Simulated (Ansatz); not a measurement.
# Cl4Zn (charge -2): harmonic frequencies at the relaxed geometry from a Python script

At which frequencies does Cl4Zn (charge -2) vibrate? Wanted for Cl4Zn (charge -2): harmonic frequencies at the relaxed geometry. SMILES: Cl[Zn-2](Cl)(Cl)Cl.

Computed with the Python package of Ansatz 0.2.0. Level of theory: PBE0+D3(BJ)/def2-SVP.

## Step 1: The structure

Bond lengths: Cl1–Zn2 2.200 Å, Zn2–Cl3 2.200 Å, Zn2–Cl4 2.200 Å, Zn2–Cl5 2.200 Å. Angles: Cl1–Zn2–Cl3 109.5°, Cl1–Zn2–Cl4 109.5°, Cl1–Zn2–Cl5 109.5°, Cl3–Zn2–Cl4 109.5°, Cl3–Zn2–Cl5 109.5°, Cl4–Zn2–Cl5 109.5°.

The script reads cl4zn.xyz:

```xyz
5

Cl   -1.72740   -0.42450   -1.29490
Zn   -0.00000   -0.00000    0.00000
Cl   -0.01360    2.12570    0.56740
Cl    1.85910   -0.45790   -1.08380
Cl   -0.11820   -1.24330    1.81130
```

## Step 2: The script

Contents of freq.py:

```python
# -*- coding: utf-8 -*-
import itertools
import warnings

import ansatz as az
from ase import Atoms
from ase.data import atomic_numbers, covalent_radii
from ase.thermochemistry import IdealGasThermo
import numpy as np

config = {
    "basis_set": "def2-SVP",
    "xc": "pbe0",
    "dispersion": "d3bj",
    "net_charge": -2,
}

warnings.simplefilter("ignore", az.DeckWarning)

mol = az.Crystal.molecule_from_extxyz("cl4zn.xyz")

calc = (
    mol.calculation()
    .basis(gaussian=config["basis_set"])
    .functional(config["xc"], dispersion=config["dispersion"])
    .charge(config["net_charge"])
)
symbols = [site.symbol for site in mol.cartesian_sites]
start = np.array([site.position_ang for site in mol.cartesian_sites], dtype=float)
summary = calc.relax(force_tolerance=0.003, max_steps=100).run(threads=1, backend="cpu").report
end = np.array(summary["positions_ang"])

radius = [covalent_radii[atomic_numbers[s]] for s in symbols]
span = lambda where, i, j: np.linalg.norm(where[i] - where[j])
bonded = [(i, j) for i, j in itertools.combinations(range(len(symbols)), 2) if min(span(start, i, j), span(end, i, j)) < 1.2 * (radius[i] + radius[j])]
print("pair        before    after (A)")
for i, j in bonded:
    print(f"{symbols[i]}{i}-{symbols[j]}{j}".ljust(10), f"{span(start, i, j):8.4f} {span(end, i, j):8.4f}")

minimum = az.Crystal.molecule()
for symbol, place in zip(symbols, end):
    minimum = minimum.atom(symbol, place.tolist())
vibrating = minimum.calculation()
vibrating = vibrating.basis(gaussian=config["basis_set"])
vibrating = vibrating.functional(config["xc"], dispersion=config["dispersion"])
vibrating = vibrating.charge(config["net_charge"])
vibrating = vibrating.phonons(temperatures=(100, 500, 100))
vib = vibrating.run(threads=1, backend="cpu").report["vibrations"]
sums = vib["harmonic_sums"]
modes = [m["omega_inv_cm"] for m in sums["modes_at_gamma"] if m["rigid_motion"] == "no"]
for number, w in enumerate(modes, start=1):
    print(f"mode {number:2d} {w:9.1f} 1/cm {w / 8065.544 * 1000:8.2f} meV")
print("imaginary modes:", sum(w < 0 for w in modes), " zero-point energy:", round(sums["zero_point_energy_ev"], 4), "eV")
gas = IdealGasThermo(vib_energies=[w / 8065.544 for w in modes if w > 0], geometry="linear" if len(modes) == 3 * len(symbols) - 5 else "nonlinear",
                     atoms=Atoms(symbols, positions=end), symmetrynumber=1, spin=0.0)
print(f"H(298 K) - E = {gas.get_enthalpy(298.15, verbose=False):.4f} eV")
print(f"S(298 K, 1 bar) = {96485.33 * gas.get_entropy(298.15, 1e5, verbose=False):.1f} J/(mol K) with symmetry number 1")
```

## Step 3: What the engine is handed

The package turns the script's settings into the engine's input (first run):

```yaml
crystal:
  periodic: [false, false, false]
  atoms:
    - { symbol: Cl, position_ang: [-1.7274, -0.4245, -1.2949] }
    - { symbol: Zn, position_ang: [-0.0, -0.0, 0.0] }
    - { symbol: Cl, position_ang: [-0.0136, 2.1257, 0.5674] }
    - { symbol: Cl, position_ang: [1.8591, -0.4579, -1.0838] }
    - { symbol: Cl, position_ang: [-0.1182, -1.2433, 1.8113] }
basis:
  gaussian:
    orbitals: def2-SVP
hamiltonian:
  xc: pbe0
  dispersion: d3bj
total_charge: -2.0
relax:
  f_tol: 0.003
  max_steps: 100
```

## Step 4: Launch

Started as:

```bash
> python freq.py
```

Q: Predict the main results. Wanted: moves of the relaxation of run 1; energy gained in run 1; last largest force component of run 1; highest frequency; imaginary modes; zero-point energy.

**Answer**, as computed:

| quantity | value |
| --- | --- |
| runs compared | 2 |
| moves of the relaxation of run 1 | 3 |
| energy gained in run 1 | 0.383 eV |
| last largest force component of run 1 | 0.0027 eV/Å |
| highest frequency | 265 cm⁻¹ |
| imaginary modes | 0 |
| zero-point energy | 0.098 eV |

What this shows: Run 1: The relaxation took 3 moves; the largest shift is 0.138 Å. All frequencies are real, so the geometry is a minimum. The values are harmonic; measured fundamentals also hold anharmonic shifts, mostly downward for stretches. Reading the output:
- The frequencies are harmonic and unscaled, in a modest basis.
- The entropy takes a symmetry number of 1; a symmetric molecule's is lower by R ln(sigma).
- Anions want diffuse functions, which this basis lacks.

A small anion of this charge may not be bound in the gas phase; the finite basis can hold electrons that would leave.
